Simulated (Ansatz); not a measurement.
# AlBrH₃NO: how energies converge with the basis set

One table from this session's results is given with a row withheld; the runs are named, their logs left out.

The runs use Ansatz 0.2.0, Gaussian basis; one geometry, several basis sets.

The runs, in order: PBE0-D4/def2-SVP; ωB97M-V/def2-SVP; PBE0-D4/def2-QZVPP; ωB97M-V/def2-QZVPP; the functionals' def2-TZVPP values are taken from earlier runs.

### Structure used throughout

All runs share one geometry, relaxed beforehand with PBE0-D4 in a triple-zeta def2 set.

SMILES `[NH2][Al]([OH])[Br]`, 7 atoms, charge 0, spin multiplicity 1.

Atoms are counted from 1 here; the program's logs count them from 0.

Bond lengths: N1–Al2 1.755 Å, N1–H5 1.006 Å, N1–H6 1.007 Å, Al2–O3 1.686 Å, Al2–Br4 2.245 Å, O3–H7 0.955 Å. Angles: Al2–N1–H5 125.9°, Al2–N1–H6 123.4°, H5–N1–H6 110.7°, N1–Al2–O3 124.3°, N1–Al2–Br4 118.5°, O3–Al2–Br4 117.2°, Al2–O3–H7 124.7°.

The first run:

The input, in.yaml:

```yaml
crystal:
  periodic: [false, false, false]
  atoms:
    - {symbol: N, position_ang: [-0.466386, 1.129803, 0.094811]}
    - {symbol: Al, position_ang: [-0.099936, -0.565625, -0.175130]}
    - {symbol: O, position_ang: [1.383817, -1.285151, 0.176417]}
    - {symbol: Br, position_ang: [-1.697830, -1.880318, -1.044946]}
    - {symbol: H, position_ang: [0.163190, 1.815363, 0.476889]}
    - {symbol: H, position_ang: [-1.357532, 1.545641, -0.120134]}
    - {symbol: H, position_ang: [2.135880, -0.827615, 0.546393]}
basis:
  gaussian: {orbitals: def2-SVP}
hamiltonian: {xc: pbe0, dispersion: d4}
output: {orbitals: {seedname: orbitals}}
```

Among the steps run: PBE0-D4 in def2-SVP; ωB97M-V in def2-SVP; PBE0-D4 in def2-QZVPP; ωB97M-V in def2-QZVPP.

One of the session's tables, all rows but one given; the rest of the session is left out.

It belongs to the step «Functionals by basis». 

```
functional       basis  HOMO (eV)
   PBE0-D4    def2-SVP      -7.50
   PBE0-D4  def2-TZVPP      -7.73
   PBE0-D4  def2-QZVPP      -7.79
   ωB97M-V    def2-SVP      -9.86
   ωB97M-V  def2-TZVPP     -10.12
   ωB97M-V  def2-QZVPP          ?
```

**Question.** Estimate the row for ωB97M-V, def2-QZVPP.

**Answer.** HOMO (eV): -10.18. In the column «HOMO (eV)» it is the lowest.
